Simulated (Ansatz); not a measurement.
# C₂H₇AlSe: a ladder of functionals and wavefunction methods

An exercise on one series of results from a longer session: the logs are not shown, and one member is left open.

Computed with Ansatz 0.2.0, Gaussian basis. Level: functionals in def2-TZVPP, the program's frozen cores in correlated methods.

Levels to be run: LDA (SPW92), PBE-D4, revPBE-D4, BLYP-D4, r2SCAN-D4, B97M-V, PBE0-D4, B3LYP-D4, r2SCANh-D4, r2SCAN0-D4, HSE06-D4, BHLYP-D4, CAM-B3LYP-D4, LC-ωPBE, ωB97X-V, ωB97M-V, B2PLYP, PBE-QIDH; CCSD(T)/def2-SVP; CCSD(T)/def2-TZVPP; MP2/def2-QZVPP; extrapolation to the limit; RPA on PBE.

## The geometry

All runs share one geometry, relaxed beforehand with PBE0-D4 in a triple-zeta def2 set.

SMILES `[CH3][AlH][Se]C`, 11 atoms, charge 0, spin multiplicity 1.

Atoms are counted from 1 here; the program's logs count them from 0.

Bond lengths: C1–Al2 1.950 Å, C1–H5 1.096 Å, C1–H6 1.093 Å, C1–H7 1.093 Å, Al2–Se3 2.311 Å, Al2–H8 1.585 Å, Se3–C4 1.964 Å, C4–H9 1.087 Å, C4–H10 1.088 Å, C4–H11 1.087 Å. Angles: Al2–C1–H5 110.2°, Al2–C1–H6 112.7°, Al2–C1–H7 111.2°, H5–C1–H6 107.2°, H5–C1–H7 107.0°, H6–C1–H7 108.3°, C1–Al2–Se3 120.9°, C1–Al2–H8 124.2°, Se3–Al2–H8 115.0°, Al2–Se3–C4 100.3°, Se3–C4–H9 110.7°, Se3–C4–H10 106.6°, Se3–C4–H11 110.1°, H9–C4–H10 109.4°, H9–C4–H11 110.4°, H10–C4–H11 109.5°.

The first run:

in.yaml reads:

```yaml
crystal:
  periodic: [false, false, false]
  atoms:
    - {symbol: C, position_ang: [-1.556025, 0.644428, 0.433020]}
    - {symbol: Al, position_ang: [-0.210183, -0.268833, 1.509112]}
    - {symbol: Se, position_ang: [1.776346, -0.982312, 0.567226]}
    - {symbol: C, position_ang: [1.498372, -0.428355, -1.296747]}
    - {symbol: H, position_ang: [-1.382348, 1.726159, 0.447866]}
    - {symbol: H, position_ang: [-1.544738, 0.329527, -0.613198]}
    - {symbol: H, position_ang: [-2.560747, 0.476779, 0.830629]}
    - {symbol: H, position_ang: [-0.356150, -0.555193, 3.060900]}
    - {symbol: H, position_ang: [1.167772, 0.606136, -1.345579]}
    - {symbol: H, position_ang: [2.460533, -0.524801, -1.795946]}
    - {symbol: H, position_ang: [0.772670, -1.080634, -1.776783]}
basis:
  gaussian: {orbitals: def2-TZVPP}
hamiltonian: {xc: lda}
output: {orbitals: {seedname: orbitals}}
```

Steps of the session up to this table: LDA; PBE-D4 (GGA); revPBE-D4 (GGA); BLYP-D4 (GGA); r2SCAN-D4 (meta-GGA); B97M-V (meta-GGA); PBE0-D4 (hybrid); B3LYP-D4 (hybrid); r2SCANh-D4 (hybrid); r2SCAN0-D4 (hybrid); HSE06-D4 (hybrid); BHLYP-D4 (hybrid); CAM-B3LYP-D4 (range-separated); LC-ωPBE-D4 (range-separated; the results give it without D4); ωB97X-V (range-separated); ωB97M-V (range-separated); B2PLYP (double hybrid); PBE-QIDH (double hybrid).

One of the session's tables, all rows but one given; the rest of the session is left out.

It belongs to the step «Orbital energies across the functionals». 

```
  functional  HOMO (eV)  gap (eV)
 LDA (SPW92)      -5.79      3.88
      PBE-D4      -5.66      3.98
   revPBE-D4      -5.61      4.04
     BLYP-D4      -5.49      3.94
   r2SCAN-D4      -5.90      4.52
      B97M-V      -5.96      4.45
     PBE0-D4      -6.73      5.78
    B3LYP-D4      -6.50      5.37
  r2SCANh-D4      -6.29      5.16
  r2SCAN0-D4      -6.89      6.12
    HSE06-D4      -6.33      5.02
    BHLYP-D4          ?         ?
CAM-B3LYP-D4      -7.97      7.94
     LC-ωPBE      -9.31     10.33
     ωB97X-V      -8.98      9.89
     ωB97M-V      -8.85      9.50
```

**Question.** Estimate the row for BHLYP-D4.

Worked estimate for «HOMO (eV)». Against the share of exact exchange, BLYP-D4 (0, -5.49), B3LYP-D4 (0.2, -6.50) give a slope of -5.05 per unit share; at 0.5 the line stands at -8.01.

**Answer.** HOMO (eV): -7.65; gap (eV): 7.47. In «HOMO (eV)» the line misses by -0.36.
